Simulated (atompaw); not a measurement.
# Pseudopotential generation for S: PAW (atompaw), PBE

Do these settings give a usable potential? It is generated, then checked for scattering, ghosts and hardness.

Method: atompaw 4.2.0.5, PBE, non-relativistic.

## Step 1: Settings

The settings as typed:

```
element                 : sulfur (S, Z = 16)
type                    : PAW
frozen core             : [Ne]
valence charge          : 6
reference configuration : 3s1 3p5
partial waves           : 3s (bound): rc 1.60 bohr; 3s channel at 3.85 Ry: rc 1.60 bohr; 3p (bound): rc 1.45 bohr; 3p channel at 0.7 Ry: rc 1.45 bohr
local potential         : vpsmatchnc scheme with l = 2 at -0.5 Ry, radius 1.10 bohr
core correction         : smooth core density matched at 1.00 bohr
augmentation charge     : besselshape compensation charge, radius 1.40 bohr; PAW radius 1.60 bohr; waves and projectors: custom rrkj vanderbiltortho
```

An earlier all-electron run gives the scale for the radii.

All-electron outer shells of the reference configuration (PBE, non-relativistic, ld1.x):

```
shell  level (eV)  outermost node (bohr)  outermost maximum (bohr)
   2s     -211.84                   0.13                      0.39
   2p     -157.89                      –                      0.33
   3s      -17.81                   0.60                      1.40
   3p       -7.56                   0.58                      1.59
```

## Step 2: Generation

S.input reads:

```
S 16
GGA-PBE loggrid 1500 logderivrange -3 5 201
3 3 0 0 0 0
3 0 1
3 1 5
0 0 0
c
c
v
c
v
1
1.60 1.40 1.10 1.00
y
3.85
n
y
0.7
n
custom rrkj vanderbiltortho besselshape
2 -0.5 vpsmatchnc
1.60
1.60
1.45
1.45
PWSCFOUT
UPFDX 0.0125d0 UPFXMIN -7.d0 UPFZMESH 16.d0
END
```

Started as:

```sh
$ atompaw < S.input > S.log
```

What does the calculation give? Wanted: cutoffs for 10 and 1 mRy, occupied levels; bound ghosts; largest phase difference near zero energy, channels read; lowest eigenvalue of the overlap; share of valence orbitals outside the PAW sphere; UPF file.

**Answer**, as computed:

```
                                                quantity             value
               cutoffs for 10 and 1 mRy, occupied levels   15 Ry and 35 Ry
                                            bound ghosts    s at -93.43 eV
largest phase difference near zero energy, channels read         0.000 rad
         lowest eigenvalue of the overlap (Bessel basis)         0.285 (s)
        share of valence orbitals outside the PAW sphere  3s 50 %, 3p 65 %
                                                UPF file           written
```

**Reading.** It has a bound ghost (s), a state that the atom doesn't have, and that rules the file out. It counts as soft on the atom at that tolerance, with 15 Ry needed at the looser tolerance. The slowest occupied level is 3p: taken alone it needs 18 Ry to come within 1 mRy, against 12 Ry for 3s. Near zero energy the phases of the channels with partial waves agree within 0.001 rad.
